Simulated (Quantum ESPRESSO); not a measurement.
# Ge (Fd-3m) in Quantum ESPRESSO: band structure with LDA

Aim: the band structure of Ge with LDA.

All numbers are computed with Quantum ESPRESSO 7.5; they aren't measurements. Logs are shortened: lines on timing, memory, paths and dates and some standing lists are left out, and cuts for length are marked.

**Experimental background.**

From “Temperature-dependent photoluminescence in Ge: experiment and theory”, 2020, arxiv:2003.00143, for a bulk crystal of Ge at 0 K: band gap 0.744 eV (indirect).

How close the calculation comes is told below.

### 1 Starting point

It takes space group Fd-3m (No. 227, cubic). The conventional cell has a = 5.657 Å, b = 5.657 Å, c = 5.657 Å, α = 90.00°, β = 90.00°, γ = 90.00°. Ge (site symmetry -43m) is surrounded by 4 Ge at 2.45 Å.

### 2 Band structure, LDA

Contents of pw.in:

```
&CONTROL
  calculation = 'scf'
  prefix = 'pwscf'
  outdir = './tmp'
  pseudo_dir = './pseudo'
  tprnfor = .true.
  tstress = .true.
  disk_io = 'low'
/
&SYSTEM
  ibrav = 0
  nat = 2
  ntyp = 1
  ecutwfc = 45
  ecutrho = 360
  nbnd = 21
  occupations = 'smearing'
  smearing = 'fd'
  degauss = 0.00367493
/
&ELECTRONS
  conv_thr = 4d-10
  electron_maxstep = 120
  mixing_beta = 0.5
/
ATOMIC_SPECIES
Ge    72.6300 ge_lda_v1.4.uspp.F.UPF
CELL_PARAMETERS angstrom
   0.0000000000    2.8287500000    2.8287500000
   2.8287500000    0.0000000000    2.8287500000
   2.8287500000    2.8287500000    0.0000000000
ATOMIC_POSITIONS crystal
Ge     0.0000000000    0.0000000000    0.0000000000
Ge     0.2500000000    0.2500000000    0.2500000000
K_POINTS automatic
10 10 10 0 0 0
```

Contents of bands.in:

```
&CONTROL
  calculation = 'bands'
  prefix = 'pwscf'
  outdir = './tmp'
  pseudo_dir = './pseudo'
  disk_io = 'low'
  verbosity = 'high'
/
&SYSTEM
  ibrav = 0
  nat = 2
  ntyp = 1
  ecutwfc = 45
  ecutrho = 360
  nbnd = 21
  occupations = 'smearing'
  smearing = 'fd'
  degauss = 0.00367493
/
&ELECTRONS
  conv_thr = 1d-08
  electron_maxstep = 120
  mixing_beta = 0.5
  diago_full_acc = .true.
  startingwfc = 'random'
/
ATOMIC_SPECIES
Ge    72.6300 ge_lda_v1.4.uspp.F.UPF
CELL_PARAMETERS angstrom
   0.0000000000    2.8287500000    2.8287500000
   2.8287500000    0.0000000000    2.8287500000
   2.8287500000    2.8287500000    0.0000000000
ATOMIC_POSITIONS crystal
Ge     0.0000000000    0.0000000000    0.0000000000
Ge     0.2500000000    0.2500000000    0.2500000000
K_POINTS crystal
60
 0.0000000000  0.0000000000  0.0000000000 1
 0.0625000000  0.0000000000  0.0625000000 1
 0.1250000000  0.0000000000  0.1250000000 1
 0.1875000000  0.0000000000  0.1875000000 1
 0.2500000000  0.0000000000  0.2500000000 1
 0.3125000000  0.0000000000  0.3125000000 1
 0.3750000000  0.0000000000  0.3750000000 1
 0.4375000000  0.0000000000  0.4375000000 1
 0.5000000000  0.0000000000  0.5000000000 1
 0.5000000000  0.0625000000  0.5625000000 1
 0.5000000000  0.1250000000  0.6250000000 1
 0.5000000000  0.1875000000  0.6875000000 1
 0.5000000000  0.2500000000  0.7500000000 1
 0.4375000000  0.3125000000  0.7500000000 1
 0.3750000000  0.3750000000  0.7500000000 1
 0.3375000000  0.3375000000  0.6750000000 1
 0.3000000000  0.3000000000  0.6000000000 1
 0.2625000000  0.2625000000  0.5250000000 1
 0.2250000000  0.2250000000  0.4500000000 1
 0.1875000000  0.1875000000  0.3750000000 1
 0.1500000000  0.1500000000  0.3000000000 1
 0.1125000000  0.1125000000  0.2250000000 1
 0.0750000000  0.0750000000  0.1500000000 1
 0.0375000000  0.0375000000  0.0750000000 1
 0.0000000000  0.0000000000  0.0000000000 1
 0.0625000000  0.0625000000  0.0625000000 1
 0.1250000000  0.1250000000  0.1250000000 1
 0.1875000000  0.1875000000  0.1875000000 1
 0.2500000000  0.2500000000  0.2500000000 1
 0.3125000000  0.3125000000  0.3125000000 1
 0.3750000000  0.3750000000  0.3750000000 1
 0.4375000000  0.4375000000  0.4375000000 1
 0.5000000000  0.5000000000  0.5000000000 1
 0.5250000000  0.4500000000  0.5250000000 1
 0.5500000000  0.4000000000  0.5500000000 1
 0.5750000000  0.3500000000  0.5750000000 1
 0.6000000000  0.3000000000  0.6000000000 1
 0.6250000000  0.2500000000  0.6250000000 1
 0.5833333333  0.2500000000  0.6666666667 1
 0.5416666667  0.2500000000  0.7083333333 1
 0.5000000000  0.2500000000  0.7500000000 1
 0.5000000000  0.2857142857  0.7142857143 1
 0.5000000000  0.3214285714  0.6785714286 1
 0.5000000000  0.3571428571  0.6428571429 1
 0.5000000000  0.3928571429  0.6071428571 1
 0.5000000000  0.4285714286  0.5714285714 1
 0.5000000000  0.4642857143  0.5357142857 1
 0.5000000000  0.5000000000  0.5000000000 1
 0.4821428571  0.4821428571  0.5357142857 1
 0.4642857143  0.4642857143  0.5714285714 1
 0.4464285714  0.4464285714  0.6071428571 1
 0.4285714286  0.4285714286  0.6428571429 1
 0.4107142857  0.4107142857  0.6785714286 1
 0.3928571429  0.3928571429  0.7142857143 1
 0.3750000000  0.3750000000  0.7500000000 1
 0.6250000000  0.2500000000  0.6250000000 1
 0.5937500000  0.1875000000  0.5937500000 1
 0.5625000000  0.1250000000  0.5625000000 1
 0.5312500000  0.0625000000  0.5312500000 1
 0.5000000000  0.0000000000  0.5000000000 1
```

Potentials or basis: GBRV 1.5 LDA.

Launch:

```console
> OMP_NUM_THREADS=1 pw.x -in pw.in > pw.out
> OMP_NUM_THREADS=1 pw.x -in bands.in > bands.out
```

pw.out:

```text
This program is part of the open-source Quantum ESPRESSO suite
     for quantum simulation of materials; please cite
         "P. Giannozzi et al., J. Phys.:Condens. Matter 21 395502 (2009);
         "P. Giannozzi et al., J. Phys.:Condens. Matter 29 465901 (2017);
         "P. Giannozzi et al., J. Chem. Phys. 152 154105 (2020);
     in publications or presentations arising from this work. More details at

     Message from routine setup:
     using ibrav=0 with symmetry is DISCOURAGED, use correct ibrav instead

     G-vector sticks info
     --------------------
     sticks:   dense  smooth     PW     G-vecs:    dense   smooth      PW
     Sum        1417     703    211                35149    12387    2109

     Using Slab Decomposition

     bravais-lattice index     =            0
     lattice parameter (alat)  =       7.5598  a.u.
     unit-cell volume          =     305.4994 (a.u.)^3
     number of atoms/cell      =            2
     number of atomic types    =            1
     number of electrons       =        28.00
     number of Kohn-Sham states=           21
     kinetic-energy cutoff     =      45.0000  Ry
     charge density cutoff     =     360.0000  Ry
     scf convergence threshold =      4.0E-10
     mixing beta               =       0.5000
     number of iterations used =            8  plain     mixing
     Exchange-correlation=  SLA  PZ   NOGX NOGC
                           (   1   1   0   0   0   0   0)

     celldm(1)=   7.559767  celldm(2)=   0.000000  celldm(3)=   0.000000
     celldm(4)=   0.000000  celldm(5)=   0.000000  celldm(6)=   0.000000

     crystal axes: (cart. coord. in units of alat)
               a(1) = (   0.000000   0.707107   0.707107 )
               a(2) = (   0.707107   0.000000   0.707107 )
               a(3) = (   0.707107   0.707107   0.000000 )

     reciprocal axes: (cart. coord. in units 2 pi/alat)
               b(1) = ( -0.707107  0.707107  0.707107 )
               b(2) = (  0.707107 -0.707107  0.707107 )
               b(3) = (  0.707107  0.707107 -0.707107 )

     PseudoPot. # 1 for Ge read from file:
     ge_lda_v1.4.uspp.F.UPF
     Pseudo is Ultrasoft + core correction, Zval = 14.0
     Generated by new atomic code, or converted to UPF format
     Using radial grid of  873 points,  6 beta functions with:
                l(1) =   0
                l(2) =   0
                l(3) =   1
                l(4) =   1
                l(5) =   2
                l(6) =   2
     Q(r) pseudized with  8 coefficients,  rinner =    1.400   1.400   1.400
                                                       1.400   1.400

     atomic species   valence    mass     pseudopotential
     Ge               14.00    72.63000     Ge( 1.00)

     48 Sym. Ops., with inversion, found (24 have fractional translation)

   Cartesian axes

     site n.     atom                  positions (alat units)
         1        Ge     tau(   1) = (   0.0000000   0.0000000   0.0000000  )
         2        Ge     tau(   2) = (   0.3535534   0.3535534   0.3535534  )

     number of k points=    47  Fermi-Dirac smearing, width (Ry)=  0.0037
                       cart. coord. in units 2pi/alat
        k(    1) = (   0.0000000   0.0000000   0.0000000), wk =   0.0020000
        k(    2) = (   0.0707107   0.0707107  -0.0707107), wk =   0.0160000
        k(    3) = (   0.1414214   0.1414214  -0.1414214), wk =   0.0160000
        k(    4) = (   0.2121320   0.2121320  -0.2121320), wk =   0.0160000
        k(    5) = (   0.2828427   0.2828427  -0.2828427), wk =   0.0160000
        k(    6) = (  -0.3535534  -0.3535534   0.3535534), wk =   0.0080000
[... 39 lines left out ...]
        k(   46) = (  -0.0707107  -0.3535534   0.6363961), wk =   0.0480000
        k(   47) = (  -0.7071068   0.2828427   0.0000000), wk =   0.0240000

     Dense  grid:    35149 G-vectors     FFT dimensions: (  48,  48,  48)

     Smooth grid:    12387 G-vectors     FFT dimensions: (  36,  36,  36)

     Initial potential from superposition of free atoms

     starting charge      27.9986, renormalised to      28.0000
     Starting wfcs are   18 randomized atomic wfcs +    3 random wfcs

     Self-consistent Calculation

     iteration #  1     ecut=    45.00 Ry     beta= 0.50
     Davidson diagonalization with overlap
     ethr =  1.00E-02,  avg # of iterations =  4.7

     Threshold (ethr) on eigenvalues was too large:
     Diagonalizing with lowered threshold

     Davidson diagonalization with overlap
     ethr =  1.22E-04,  avg # of iterations =  2.5

     total energy              =    -426.17164169 Ry
     estimated scf accuracy    <       0.03461501 Ry
[... 36 lines left out ...]
     iteration #  7     ecut=    45.00 Ry     beta= 0.50
     Davidson diagonalization with overlap
     ethr =  1.26E-10,  avg # of iterations =  2.0

     End of self-consistent calculation

          k = 0.0000 0.0000 0.0000 (  1471 PWs)   bands (ev):

   -16.7429 -16.7429 -16.7429 -16.7059 -16.7059 -16.4952 -16.4952 -16.4952
   -16.4817 -16.4817  -4.6680   7.9622   8.1518   8.1518   8.1518  10.6797
    10.6797  10.6797  14.3510  17.6691  17.6691

          k = 0.0707 0.0707-0.0707 (  1528 PWs)   bands (ev):
[... 169 lines left out ...]
   -16.7913 -16.7778 -16.6892 -16.6477 -16.5990 -16.5868 -16.5734 -16.5348
   -16.4403 -16.4282  -1.0713  -0.4121   4.0183   5.3637   9.0819  11.1884
    15.7887  16.0387  16.9307  18.5554  21.1992

          k =-0.7071 0.0000 0.0000 (  1588 PWs)   bands (ev):

   -16.7771 -16.7771 -16.6909 -16.6909 -16.5914 -16.5914 -16.5341 -16.5341
   -16.4409 -16.4409  -0.7898  -0.7898   5.0783   5.0783   8.8151   8.8151
    17.5521  17.5521  19.5752  19.5752  20.9423

          k = 0.2828 0.1414 0.0000 (  1549 PWs)   bands (ev):

   -16.7661 -16.7609 -16.7354 -16.6804 -16.6579 -16.5545 -16.5116 -16.4907
   -16.4691 -16.4549  -3.8674   3.6696   5.9291   6.9894  10.3512  10.5612
    12.7990  12.9373  15.5304  17.3056  17.6249

          k = 0.3536 0.2121-0.0707 (  1555 PWs)   bands (ev):
[... 61 lines left out ...]
   -16.7945 -16.7818 -16.6800 -16.6161 -16.6141 -16.5964 -16.5820 -16.5415
   -16.4371 -16.4255  -1.4134  -0.0068   3.7652   5.2811  10.1272  13.2135
    13.8657  14.0014  16.6990  18.1805  21.4310

          k =-0.7071 0.1414 0.0000 (  1564 PWs)   bands (ev):

   -16.7825 -16.7825 -16.6779 -16.6779 -16.5924 -16.5924 -16.5454 -16.5454
   -16.4360 -16.4360  -0.7574  -0.7574   4.7347   4.7347   9.6210   9.6210
    16.2508  16.2508  19.1489  19.1489  20.9739

          k =-0.1414-0.4243 0.7071 (  1562 PWs)   bands (ev):
[... 7 lines left out ...]
   -16.7931 -16.7861 -16.6698 -16.6254 -16.6145 -16.5922 -16.5784 -16.5494
   -16.4334 -16.4268  -1.3159  -0.0849   3.9367   4.8105  11.6016  12.0159
    13.4462  13.6160  17.3523  19.8512  20.2139

          k =-0.7071 0.2828 0.0000 (  1572 PWs)   bands (ev):

   -16.7897 -16.7897 -16.6538 -16.6538 -16.5972 -16.5972 -16.5640 -16.5640
   -16.4296 -16.4296  -0.7026  -0.7026   4.2999   4.2999  11.4534  11.4534
    13.8194  13.8194  19.0762  19.0762  21.0559

     the Fermi energy is     8.1311 ev

!    total energy              =    -426.17082385 Ry
     estimated scf accuracy    <          2.9E-10 Ry
     smearing contrib. (-TS)   =      -0.00005749 Ry
     internal energy E=F+TS    =    -426.17076636 Ry

     The total energy is F=E-TS. E is the sum of the following terms:
     one-electron contribution =    -279.10961883 Ry
     hartree contribution      =     164.99160808 Ry
     xc contribution           =    -114.54082635 Ry
     ewald contribution        =    -197.51192926 Ry

     convergence has been achieved in   7 iterations

     Forces acting on atoms (cartesian axes, Ry/au):

     atom    1 type  1   force =     0.00000000   -0.00000000   -0.00000000
     atom    2 type  1   force =    -0.00000000    0.00000000    0.00000000

     Total force =     0.000000     Total SCF correction =     0.000000

     Computing stress (Cartesian axis) and pressure

          total   stress  (Ry/bohr**3)                   (kbar)     P=      -14.87
  -0.00010107   0.00000000  -0.00000000          -14.87        0.00       -0.00
   0.00000000  -0.00010107  -0.00000000            0.00      -14.87       -0.00
  -0.00000000  -0.00000000  -0.00010107           -0.00       -0.00      -14.87

=------------------------------------------------------------------------------=
   JOB DONE.
=------------------------------------------------------------------------------=
```

Run time: 36 s. Hardware: 1 thread of Intel Xeon 6975P-C (Granite Rapids), shared host; peak memory 0.18 GiB.

Results:

```
Free energy            : -5798.3494 eV
Pressure               : -1.5 GPa
Band gap on the k mesh : none (metal or under the smearing width)
```

Levels at the corners of the path, in eV from the Fermi level:
| point | band 10 | band 11 | band 12 | band 13 | band 14 | band 15 | band 16 | band 17 | band 18 | band 19 |
| --- | --- | --- | --- | --- | --- | --- | --- | --- | --- | --- |
| Γ | -24.61 | -12.80 | -0.17 | 0.02 | 0.02 | 0.02 | 2.55 | 2.55 | 2.55 | 6.22 |
| X | -24.57 | -8.92 | -8.92 | -3.05 | -3.05 | 0.68 | 0.68 | 9.42 | 9.42 | 11.44 |
| W | -24.56 | -8.82 | -8.82 | -3.90 | -3.90 | 4.26 | 4.26 | 4.67 | 4.67 | 10.95 |
| K | -24.56 | -9.39 | -8.33 | -4.33 | -2.61 | 1.09 | 4.03 | 7.12 | 7.34 | 8.10 |
| Γ | -24.61 | -12.80 | -0.17 | 0.02 | 0.02 | 0.02 | 2.55 | 2.55 | 2.55 | 6.22 |
| L | -24.59 | -10.71 | -7.63 | -1.38 | -1.38 | 0.07 | 3.74 | 3.74 | 6.99 | 10.41 |
| U | -24.56 | -9.39 | -8.33 | -4.33 | -2.61 | 1.09 | 4.03 | 7.12 | 7.34 | 8.10 |
| W | -24.56 | -8.82 | -8.82 | -3.90 | -3.90 | 4.26 | 4.26 | 4.67 | 4.67 | 10.95 |
| L | -24.59 | -10.71 | -7.63 | -1.38 | -1.38 | 0.07 | 3.74 | 3.74 | 6.99 | 10.41 |
| K | -24.56 | -9.39 | -8.33 | -4.33 | -2.61 | 1.09 | 4.03 | 7.12 | 7.34 | 8.10 |
| U | -24.56 | -9.39 | -8.33 | -4.33 | -2.61 | 1.09 | 4.03 | 7.12 | 7.34 | 8.10 |
| X | -24.57 | -8.92 | -8.92 | -3.05 | -3.05 | 0.68 | 0.68 | 9.42 | 9.42 | 11.44 |

Caveat: this crystal is a semiconductor, whose small gap the functional closes, so the metal is an error of the method.

### 3 How close it comes

Step 2. Measured gap of Ge: 0.744 eV (indirect; 0 K; “Temperature-dependent photoluminescence in Ge: experiment and theory”, 2020, arxiv:2003.00143). This calculation gives 0.00 eV (-0.74 eV). 3 values of this kind are on record (0.666 to 0.807 eV); this one was drawn at random among those near their median. Spin-orbit coupling on Ge is left out. The value is that of LDA on a finite k mesh, which can miss the band edges, without temperature or zero-point motion. Semilocal functionals fall short of measured gaps as a rule.
